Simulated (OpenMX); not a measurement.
# RuSe in OpenMX: the effect of volume scale

Crystal: RuSe.

```
Ru Se
1.0
     3.05471    0.00000    0.00000
     0.00000    3.05471    0.00000
     0.00000    0.00000    3.05471
Ru Se
1 1
Direct
  0.00000 0.00000 0.00000
  0.50000 0.50000 0.50000
```

The cell comes from a database or a generator and needn't be the stable form of this composition.

Alike in all runs:

- Program: OpenMX 3.8.5
- Task: single point
- Functional: PBE
- Potentials or basis: OpenMX 2013 PBE set, Ru7.0-s3p2d2, Se7.0-s3p2d2, grid cutoff 400 Ry
- k mesh: 7 × 7 × 7
- Occupations: fermi-dirac, width 0.05 eV
- Spin: no spin polarisation

| volume scale | pressure (GPa) |
| --- | --- |
| 0.88 | 20.0 |
| 0.92 | 9.8 |
| 0.96 | 1.3 |
| 1 | -5.5 |
| 1.04 | ? |
| 1.08 | -14.9 |

Question: What does the run with volume scale 1.04 give?

Answer: Pressure -10.8 GPa.

Worked out: A parabola through the other rows of the pressure, of slope -116 GPa per unit of volume scale there, gives -11.0 GPa, against the run's -10.8.

Caveats: the basis of atomic orbitals isn't converged, which shifts pressures, moduli and gaps.
